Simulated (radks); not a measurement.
# Excited configurations of Ir³⁺

The task here is to estimate one member of a computed series from the others.

Method: Dirac Kohn-Sham, BLYP, spin-unpolarised, spherical densities, finite nucleus; open shells are shared between the two j in proportion to 2j + 1. Code: radks (a radial shooting solver on a logarithmic mesh, Libxc functionals) version 1.

### What is computed

- element: iridium (Z = 77)
- charge: +3
- electrons: 74
- configuration: [Xe] 4f14 5d6
- nuclear rms radius: 5.4032 fm

Outer shells as boxes (Hund's rule):

Ir³⁺
```
[Xe] core
4f [↑↓][↑↓][↑↓][↑↓][↑↓][↑↓][↑↓]
5d [↑↓][↑ ][↑ ][↑ ][↑ ]
```

The first run:

Input:

```text
Z 77
configuration [Xe] 4f14 5d6
relativity Dirac
functional b88,lyp
spin unpolarised
j_filling average
nucleus finite rms 5.4032 fm
c 137.035999084
```

Steps of the session up to this table: Ground configuration: [Xe] 4f14 5d6.

One table of the session follows, with a row left open; its other results are not shown here.

It belongs to the step «Ground configuration: [Xe] 4f14 5d6». From the orbitals of this run (lengths in bohr):

```
level     <r>  outermost maximum (interpolated)  90 % within  nodes
4d5/2       ?                                 ?            ?      ?
5s1/2  0.9760                             0.891         1.40      4
5p1/2   1.059                             0.945         1.53      3
4f5/2  0.5310                             0.392        0.862      0
4f7/2  0.5387                             0.397        0.874      0
5p3/2   1.154                              1.03         1.67      3
5d3/2   1.526                              1.25         2.31      2
5d5/2   1.571                              1.29         2.38      2
```

Estimate the missing values for 4d5/2.

The run gave: <r>: 0.4832; outermost maximum (interpolated): 0.430; 90 % within: 0.722; nodes: 1. In the column «<r>» it is the lowest.

Caveats from the session: Spin polarisation and multiplet splitting are left out, so open shells lie too high by an amount that depends on their filling.
